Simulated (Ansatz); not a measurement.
**GeH4S (built from SMILES [SH][GeH3]): molecular dynamics**

The task is to watch the atoms for 60 steps of 0.75 fs, started with velocities for 700 K and run at constant energy, and see to which side of the barrier the system falls.

The runs use Ansatz 0.2.0, Gaussian basis; PBE0-D4/def2-SVP.

**1. Where the work starts**

The start, a first-order saddle point found at PBE0-D4 in triple zeta: 6 atoms, charge 0, spin multiplicity 1.

Atoms are counted from 1 here; the program's logs count them from 0.

Bond lengths: Ge1–S2 2.490 Å, Ge1–H3 1.898 Å, Ge1–H4 1.728 Å, Ge1–H5 1.589 Å, S2–H6 1.342 Å. Angles: S2–Ge1–H3 42.0°, S2–Ge1–H4 75.7°, S2–Ge1–H5 89.6°, H3–Ge1–H4 33.7°, H3–Ge1–H5 86.4°, H4–Ge1–H5 87.3°, Ge1–S2–H6 98.1°.

Coordinates:

```xyz
6
GeH4S
Ge   -1.15409    0.61773   -0.40815
S     1.24819    0.80517    0.22044
H     0.46029   -0.33642   -0.70334
H    -0.39638   -0.71086   -1.21297
H    -1.38953   -0.35952    0.82268
H     1.23142   -0.01599    1.28124
```

**2. The run**

md/in.yaml

```yaml
crystal:
  periodic: [false, false, false]
  atoms:
    - {symbol: Ge, position_ang: [-1.154092, 0.617728, -0.408155]}
    - {symbol: S, position_ang: [1.248188, 0.805167, 0.220437]}
    - {symbol: H, position_ang: [0.460287, -0.336422, -0.703340]}
    - {symbol: H, position_ang: [-0.396379, -0.710865, -1.212966]}
    - {symbol: H, position_ang: [-1.389526, -0.359516, 0.822685]}
    - {symbol: H, position_ang: [1.231423, -0.015992, 1.281239]}
basis:
  gaussian: {orbitals: def2-SVP}
hamiltonian: {xc: pbe0, dispersion: d4}
md: {n_steps: 60, timestep: 0.75, temperature: 700, ensemble: nve, seed: 667, initial_velocities: maxwell_boltzmann}
```

Run with:

```console
ansatz run in.yaml --threads 2 --pin off --events-out ev --progress --plain --max-ram 4352MiB
```

**Question.** What will these runs give? Wanted: temperature at the start; mean temperature, second half; lowest and highest potential energy, from the first frame; largest change of potential + kinetic.

The runs gave:

| quantity | value |
| --- | --- |
| length | 60 steps, 45.0 fs |
| temperature at the start | 700 K |
| mean temperature, second half | 1060 K |
| lowest and highest potential energy, from the first frame | -293 and 245 meV |
| largest change of potential + kinetic | 4.3 meV |

In words: With no thermostat the total energy should stay fixed; it holds within 4.3 meV, small beside the kinetic energy, so the time step serves. The instant temperature ranges from 234 to 1269 K, as energy passes between motion and strain.
